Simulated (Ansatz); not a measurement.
**C₂H₅Cl₃OSi: up Jacob's ladder to CCSD(T)**

The task here is to estimate one member of a computed series from the others.

Computed with Ansatz 0.2.0, Gaussian basis. Level: functionals in def2-TZVPP, the program's frozen cores in correlated methods.

Plan: LDA (SPW92), PBE-D4, revPBE-D4, BLYP-D4, r2SCAN-D4, B97M-V, PBE0-D4, B3LYP-D4, r2SCANh-D4, r2SCAN0-D4, HSE06-D4, BHLYP-D4, CAM-B3LYP-D4, LC-ωPBE, ωB97X-V, ωB97M-V, B2PLYP, PBE-QIDH; CCSD(T)/def2-SVP; MP2/def2-TZVPP; MP2/def2-QZVPP; RPA on PBE.

## The geometry

An earlier PBE0-D4 in a triple-zeta def2 set relaxation fixed the geometry.

SMILES `CCO[Si](Cl)(Cl)Cl`, 12 atoms, charge 0, spin multiplicity 1.

Atoms are counted from 1 here; the program's logs count them from 0.

Bond lengths: C1–C2 1.505 Å, C1–H8 1.091 Å, C1–H9 1.092 Å, C1–H10 1.091 Å, C2–O3 1.427 Å, C2–H11 1.095 Å, C2–H12 1.095 Å, O3–Si4 1.607 Å, Si4–Cl5 2.034 Å, Si4–Cl6 2.018 Å, Si4–Cl7 2.034 Å. Angles: C2–C1–H8 110.7°, C2–C1–H9 109.9°, C2–C1–H10 110.7°, H8–C1–H9 108.5°, H8–C1–H10 108.5°, H9–C1–H10 108.5°, C1–C2–O3 108.8°, C1–C2–H11 110.9°, C1–C2–H12 110.9°, O3–C2–H11 109.1°, O3–C2–H12 109.1°, H11–C2–H12 108.0°, C2–O3–Si4 126.2°, O3–Si4–Cl5 111.0°, O3–Si4–Cl6 107.4°, O3–Si4–Cl7 111.0°, Cl5–Si4–Cl6 109.8°, Cl5–Si4–Cl7 107.8° and more.

The first run:

in.yaml reads:

```yaml
crystal:
  periodic: [false, false, false]
  atoms:
    - {symbol: C, position_ang: [0.609295, 1.652364, 0.870504]}
    - {symbol: C, position_ang: [-0.319718, 0.564818, 0.400933]}
    - {symbol: O, position_ang: [0.437603, -0.409012, -0.316440]}
    - {symbol: Si, position_ang: [-0.137365, -1.744982, -1.000082]}
    - {symbol: Cl, position_ang: [-1.014518, -2.952205, 0.381446]}
    - {symbol: Cl, position_ang: [1.419464, -2.702866, -1.855791]}
    - {symbol: Cl, position_ang: [-1.532850, -1.300286, -2.410845]}
    - {symbol: H, position_ang: [1.379294, 1.243928, 1.527173]}
    - {symbol: H, position_ang: [0.047696, 2.408972, 1.423058]}
    - {symbol: H, position_ang: [1.097859, 2.134276, 0.021977]}
    - {symbol: H, position_ang: [-1.095683, 0.970319, -0.256916]}
    - {symbol: H, position_ang: [-0.814278, 0.079675, 1.249082]}
basis:
  gaussian: {orbitals: def2-TZVPP}
hamiltonian: {xc: lda}
output: {orbitals: {seedname: orbitals}}
```

Started as:

```console
> ansatz run in.yaml --threads 8 --pin off --events-out ev --progress --plain --max-ram 20889MiB
```

Steps of the session up to this table: LDA; PBE-D4 (GGA); revPBE-D4 (GGA); BLYP-D4 (GGA); r2SCAN-D4 (meta-GGA); B97M-V (meta-GGA); B3LYP-D4 (hybrid); r2SCANh-D4 (hybrid); r2SCAN0-D4 (hybrid); HSE06-D4 (hybrid); BHLYP-D4 (hybrid); CAM-B3LYP-D4 (range-separated); LC-ωPBE (range-separated); ωB97X-V (range-separated); ωB97M-V (range-separated); B2PLYP (double hybrid); PBE-QIDH (double hybrid).

One table of the session follows, with a row left open; its other results are not shown here.

It belongs to the step «Frontier levels by functional». 

| functional | HOMO (eV) | gap (eV) |
| --- | --- | --- |
| LDA (SPW92) | -7.51 | 6.36 |
| PBE-D4 | -7.37 | 6.49 |
| revPBE-D4 | ? | ? |
| BLYP-D4 | -7.27 | 6.51 |
| r2SCAN-D4 | -7.73 | 7.27 |
| B97M-V | -7.84 | 7.45 |
| PBE0-D4 | -8.93 | 9.09 |
| B3LYP-D4 | -8.68 | 8.58 |
| r2SCANh-D4 | -8.31 | 8.20 |
| r2SCAN0-D4 | -9.18 | 9.59 |
| HSE06-D4 | -8.52 | 8.31 |
| BHLYP-D4 | -10.39 | 11.68 |
| CAM-B3LYP-D4 | -10.38 | 11.67 |
| LC-ωPBE | -11.75 | 14.34 |
| ωB97X-V | -11.41 | 13.87 |
| ωB97M-V | -11.29 | 13.49 |

Q: Estimate the row for revPBE-D4 from the others.

The run gave: HOMO (eV): -7.32; gap (eV): 6.56. In the column «HOMO (eV)» it lies between PBE-D4 (-7.37) and BLYP-D4 (-7.27).
